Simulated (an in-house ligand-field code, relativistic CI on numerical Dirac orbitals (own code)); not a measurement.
**d2 in a ligand field: terms for several parameter sets**

Aim: the terms of a d2 shell from Racah B and C and the field, by exact diagonalisation.

Method: parametric ligand-field model of a d^n configuration (Racah B and C, spin-orbit zeta, crystal field), exact diagonalisation. Code: an in-house ligand-field code version 1.

## (1) Starting point

- shell: d2
- set 1 (cm⁻¹): B = 600, C = 2780, Oh, 10Dq = 24150
- set 2 (cm⁻¹): B = 800, C = 3320, Oh, 10Dq = 5900
- set 3 (cm⁻¹): B = 520, C = 2180, Oh, 10Dq = 36900
- set 4 (cm⁻¹): B = 740, C = 2990, Oh, 10Dq = 33550
- set 5 (cm⁻¹): B = 750, C = 3720, Oh, 10Dq = 37050
- set 6 (cm⁻¹): B = 380, C = 1830, Oh, 10Dq = 21950
- set 7 (cm⁻¹): B = 890, C = 4490, Td, 10Dq = -10050
- set 8 (cm⁻¹): B = 870, C = 4330, Td, 10Dq = -12800

## (2) Set 1

Settings, as recorded:

```ini
n = 2
racah_B = 600  # cm-1
racah_C = 2780  # cm-1
zeta = 0  # cm-1
symmetry = Oh
field = {"10Dq": 24150}  # cm-1
```

## (3) Set 2

Settings, as recorded:

```ini
n = 2
racah_B = 800  # cm-1
racah_C = 3320  # cm-1
zeta = 0  # cm-1
symmetry = Oh
field = {"10Dq": 5900}  # cm-1
```

## (4) Set 3

Settings, as recorded:

```ini
n = 2
racah_B = 520  # cm-1
racah_C = 2180  # cm-1
zeta = 0  # cm-1
symmetry = Oh
field = {"10Dq": 36900}  # cm-1
```

## (5) Set 4

Settings, as recorded:

```ini
n = 2
racah_B = 740  # cm-1
racah_C = 2990  # cm-1
zeta = 0  # cm-1
symmetry = Oh
field = {"10Dq": 33550}  # cm-1
```

## (6) Set 5

Settings, as recorded:

```ini
n = 2
racah_B = 750  # cm-1
racah_C = 3720  # cm-1
zeta = 0  # cm-1
symmetry = Oh
field = {"10Dq": 37050}  # cm-1
```

## (7) Set 6

Settings, as recorded:

```ini
n = 2
racah_B = 380  # cm-1
racah_C = 1830  # cm-1
zeta = 0  # cm-1
symmetry = Oh
field = {"10Dq": 21950}  # cm-1
```

## (8) Set 7

Settings, as recorded:

```ini
n = 2
racah_B = 890  # cm-1
racah_C = 4490  # cm-1
zeta = 0  # cm-1
symmetry = Td
field = {"10Dq": -10050}  # cm-1
```

## (9) Set 8

Settings, as recorded:

```ini
n = 2
racah_B = 870  # cm-1
racah_C = 4330  # cm-1
zeta = 0  # cm-1
symmetry = Td
field = {"10Dq": -12800}  # cm-1
```

(Steps that only read results are left out.)

**Question.** What will these runs give? Wanted: lowest terms.

**Answer**, as computed:

| set | 10Dq/B (size) | lowest | S | electrons in z² and x²-y² | first level of the same spin (cm⁻¹) |
| --- | --- | --- | --- | --- | --- |
| 1: Oh | 40.2 | 3T1 | 1.00 | 0.01 | 3T2 22782 |
| 2: Oh | 7.4 | 3T1 | 1.00 | 0.10 | 3T2 5070 |
| 3: Oh | 71.0 | 3T1 | 1.00 | 0.01 | 3T2 35573 |
| 4: Oh | 45.3 | 3T1 | 1.00 | 0.01 | 3T2 31814 |
| 5: Oh | 49.4 | 3T1 | 1.00 | 0.01 | 3T2 35258 |
| 6: Oh | 57.8 | 3T1 | 1.00 | 0.01 | 3T2 21013 |
| 7: Td | 11.3 | 3A2 | 1.00 | 2.00 | 3T2 10050 |
| 8: Td | 14.7 | 3A2 | 1.00 | 2.00 | 3T2 12800 |

| quantity | value |
| --- | --- |
| lowest terms | 1: 3T1, 2: 3T1, 3: 3T1, 4: 3T1, 5: 3T1, 6: 3T1, 7: 3A2, 8: 3A2 |

In words: 8 of 8 sets have the highest spin that their shell allows, S = 1. A negative 10Dq stands for a tetrahedral field. B, C and the field are free parameters here, not those of a compound.
